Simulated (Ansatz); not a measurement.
# C3H12InNOSi: up Jacob's ladder to CCSD(T)

How much do the methods differ for C3H12InNOSi? The plan is to run it at one geometry with functionals of several rungs and with coupled cluster, and see how far each lands from CCSD(T) at the basis-set limit for the atomisation energy.

Method: functionals in def2-TZVPP, the program's frozen cores in correlated methods; program: Ansatz 0.2.0, Gaussian basis.

Plan: LDA (SPW92), PBE-D4, revPBE-D4, BLYP-D4, r2SCAN-D4, B97M-V, PBE0-D4, B3LYP-D4, r2SCANh-D4, r2SCAN0-D4, HSE06-D4, BHLYP-D4, CAM-B3LYP-D4, LC-ωPBE, ωB97X-V, ωB97M-V, B2PLYP, PBE-QIDH; CCSD(T)/def2-SVP; CCSD(T)/def2-TZVPP; MP2/def2-QZVPP; extrapolation to the limit; RPA on PBE.

2 further runs of the same task are left out: 1 for a known fault of the program, 1 that didn't finish.

## (1) The relaxed structure

The geometry comes from an earlier relaxation with PBE0-D4 in a triple-zeta def2 set; it is a stationary point, not always the lowest conformer. In takes the def2 core potential; no spin-orbit term is included.

SMILES `C[N](C)[In]([CH3])[O][SiH3]`, 19 atoms, charge 0, spin multiplicity 1.

Atoms are counted from 1 here; the program's logs count them from 0.

Bond lengths: C1–N2 1.439 Å, C1–H8 1.093 Å, C1–H9 1.101 Å, C1–H10 1.101 Å, N2–C3 1.438 Å, N2–In4 2.005 Å, C3–H11 1.101 Å, C3–H12 1.091 Å, C3–H13 1.101 Å, In4–C5 2.123 Å, In4–O6 1.996 Å, C5–H14 1.090 Å, C5–H15 1.089 Å, C5–H16 1.090 Å, O6–Si7 1.615 Å, Si7–H17 1.490 Å, Si7–H18 1.495 Å, Si7–H19 1.495 Å. Angles: N2–C1–H8 111.4°, N2–C1–H9 111.7°, N2–C1–H10 111.8°, H8–C1–H9 107.4°, H8–C1–H10 107.4°, H9–C1–H10 106.9°, C1–N2–C3 112.8°, C1–N2–In4 122.6°, C3–N2–In4 124.5°, N2–C3–H11 111.7°, N2–C3–H12 111.4°, N2–C3–H13 111.5°, H11–C3–H12 107.5°, H11–C3–H13 107.1°, H12–C3–H13 107.4°, N2–In4–C5 132.8°, N2–In4–O6 111.1°, C5–In4–O6 116.1° and more.

Geometry (Å):

```xyz
19
C3H12InNOSi
C     2.0192   -0.1466   -1.5477
N     1.1302    0.0016   -0.4262
C     1.8270    0.2110    0.8141
In   -0.8637   -0.0981   -0.6063
C    -2.1486   -0.3811   -2.2730
O    -1.7579    0.1321    1.1632
Si   -1.5413    0.2899    2.7555
H     1.4656   -0.3017   -2.4778
H     2.6525    0.7436   -1.6867
H     2.6977   -1.0049   -1.4219
H     2.4916   -0.6330    1.0550
H     1.1314    0.3285    1.6468
H     2.4534    1.1156    0.7781
H    -2.8217    0.4727   -2.3488
H    -1.5780   -0.4785   -3.1952
H    -2.7412   -1.2818   -2.1140
H    -2.8574    0.3295    3.4536
H    -0.8050    1.5445    3.1005
H    -0.7539   -0.8434    3.3309
```

## (2) LDA

This LDA is Slater exchange with PW92 correlation.

in.yaml reads:

```yaml
crystal:
  periodic: [false, false, false]
  atoms:
    - {symbol: C, position_ang: [2.019189, -0.146565, -1.547658]}
    - {symbol: N, position_ang: [1.130232, 0.001595, -0.426248]}
    - {symbol: C, position_ang: [1.827018, 0.210999, 0.814107]}
    - {symbol: In, position_ang: [-0.863738, -0.098090, -0.606349]}
    - {symbol: C, position_ang: [-2.148604, -0.381067, -2.272952]}
    - {symbol: O, position_ang: [-1.757897, 0.132079, 1.163175]}
    - {symbol: Si, position_ang: [-1.541275, 0.289899, 2.755542]}
    - {symbol: H, position_ang: [1.465627, -0.301747, -2.477820]}
    - {symbol: H, position_ang: [2.652487, 0.743580, -1.686743]}
    - {symbol: H, position_ang: [2.697677, -1.004884, -1.421942]}
    - {symbol: H, position_ang: [2.491635, -0.632972, 1.055046]}
    - {symbol: H, position_ang: [1.131390, 0.328534, 1.646751]}
    - {symbol: H, position_ang: [2.453435, 1.115585, 0.778114]}
    - {symbol: H, position_ang: [-2.821741, 0.472694, -2.348785]}
    - {symbol: H, position_ang: [-1.578023, -0.478506, -3.195183]}
    - {symbol: H, position_ang: [-2.741201, -1.281759, -2.114005]}
    - {symbol: H, position_ang: [-2.857365, 0.329533, 3.453575]}
    - {symbol: H, position_ang: [-0.804978, 1.544501, 3.100454]}
    - {symbol: H, position_ang: [-0.753867, -0.843429, 3.330910]}
basis:
  gaussian: {orbitals: def2-TZVPP}
hamiltonian: {xc: lda}
output: {orbitals: {seedname: orbitals}}
```

Run with:

```console
ansatz run in.yaml --threads 2 --pin off --events-out ev --progress --plain --max-ram 32768MiB --backend cuda --devices 0, --max-vram 18GiB
```

Further steps of the session: PBE-D4 (GGA); revPBE-D4 (GGA); BLYP-D4 (GGA); r2SCAN-D4 (meta-GGA); B97M-V (meta-GGA); B3LYP-D4 (hybrid); r2SCANh-D4 (hybrid); r2SCAN0-D4 (hybrid); HSE06-D4 (hybrid); BHLYP-D4 (hybrid); CAM-B3LYP-D4 (range-separated); LC-ωPBE (range-separated); ωB97X-V (range-separated); ωB97M-V (range-separated); B2PLYP (double hybrid); PBE-QIDH (double hybrid); CCSD(T) in def2-SVP; CCSD(T) in def2-TZVPP; MP2 in def2-QZVPP; RPA on PBE orbitals.

Before running them: what should the planned runs give, taken together? Wanted: atomisation energy, CCSD(T)/CBS; farthest beyond LDA; mean size of error, GGA; mean size of error, meta-GGA; mean size of error, hybrid; mean size of error, range-separated; mean size of error, double hybrid; gap, smallest and largest; T1 diagnostic.

The runs gave:

| quantity | value |
| --- | --- |
| atomisation energy, CCSD(T)/CBS | 1605.1 kcal/mol |
| functionals within 16.1 kcal/mol (1.0 %) | PBE-D4, BLYP-D4, r2SCAN-D4, B97M-V, PBE0-D4, B3LYP-D4, HSE06-D4, CAM-B3LYP-D4, LC-ωPBE, ωB97X-V, ωB97M-V |
| farthest beyond LDA | BHLYP-D4 (-46.7 kcal/mol) |
| mean size of error, GGA | 17.5 kcal/mol |
| mean size of error, meta-GGA | 7.5 kcal/mol |
| mean size of error, hybrid | 20.9 kcal/mol |
| mean size of error, range-separated | 4.5 kcal/mol |
| mean size of error, double hybrid | 22.7 kcal/mol |
| gap, smallest and largest | 3.15 eV (LDA (SPW92)), 9.94 eV (LC-ωPBE) |
| T1 diagnostic | 0.0143 |
| triples share of the correlation energy | 3.6 % |

What this shows: LDA overbinds by 208.1 kcal/mol (13 %). PBE-D4 is off by +10.0 kcal/mol. Double hybrids carry the basis error of their MP2 part in triple zeta, and no dispersion term here, so their miss is partly the set-up's. The rungs range-separated, meta-GGA miss on average by less than the doubt on the reference (16.1 kcal/mol), so they tie. Misses under about 16.1 kcal/mol are within the doubt on the reference itself, which lacks core-valence correlation, spin-orbit coupling and higher excitations, and its outer-core shells are covered unevenly. All levels share the lack of spin-orbit coupling, which lowers the free heavy atoms and so the true binding. Hartree-Fock recovers 72 % of the binding; the rest is correlation. CCSD(T) in def2-SVP is off by -95.4 kcal/mol, worse than the median functional, from the basis alone. The gap grows from 3.1 to 9.9 eV across the functionals, mostly with the share of exact exchange. Correlated methods include outer-core shells of In, which these sets cover unevenly.
